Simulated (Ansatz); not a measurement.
# Ba2Be3: the cost of one run

Method: DFT PBE, scalar-relativistic, plane waves, PAW, in Ansatz 0.2.0.

## (1) The system as given

It takes space group P3m1 (No. 156, trigonal). The conventional cell has a = 3.699 Å, b = 3.699 Å, c = 12.794 Å, α = 90.00°, β = 90.00°, γ = 120.00°. Ba (site symmetry 3m) has 6 Be at 3.43 Å and 6 Ba at 3.70 Å in its first shell of neighbours. Around Be (site symmetry 3m) lie 6 Ba at 3.43 Å and 6 Be at 3.70 Å. Around Be (site symmetry 3m) lie 3 Be at 2.95 Å and 3 Ba at 3.43 Å.

Coordinates:

```
CELL_PARAMETERS angstrom
3.69870 0.00000 0.00000
-1.84935 3.20317 0.00000
0.00000 0.00000 12.79422
ATOMIC_POSITIONS crystal
Ba 0.00000 0.00000 0.00000
Ba 0.66667 0.33333 0.42050
Be 0.33333 0.66667 0.21025
Be 0.33333 0.66667 0.63075
Be 0.66667 0.33333 0.78975
```

Recipe of the guess: close-packed layers stacked ABCBC|A (P3m1, No. 156). Its size is a rough estimate.

## (2) Probe: one point on a coarse mesh

input.yaml reads:

```yaml
crystal:
  lattice:
    - [3.69870241, 0.0, 0.0]
    - [-1.84935121, 3.20317025, 0.0]
    - [0.0, 0.0, 12.79421942]
  atoms:
    - { symbol: Ba, position: [0.0, 0.0, 0.0] }
    - { symbol: Ba, position: [0.66666667, 0.33333333, 0.42049979] }
    - { symbol: Be, position: [0.33333333, 0.66666667, 0.21024989] }
    - { symbol: Be, position: [0.33333333, 0.66666667, 0.63074968] }
    - { symbol: Be, position: [0.66666667, 0.33333333, 0.78975011] }
basis:
  ecutwfc: 420
kpoints:
  mp_grid: { grid: [6, 6, 2] }
hamiltonian:
  xc: pbe
scf:
  occupations: { method: gaussian, width: 0.1 }
  lower_state_search: "off"
output:
  forces: true
  stress: true
  eigenvalues: true
```

The run is started by

```console
ansatz run input.yaml --threads 1 --pin off --max-ram 2560MiB --backend cpu --events-out ev --progress --plain --runs-dir out
```

**Question.** How long does this run take on 1 thread of Intel Xeon at 2.70GHz, shared host, and how much memory does it need?

About 4.8 s, with a peak of 0.36 GiB.
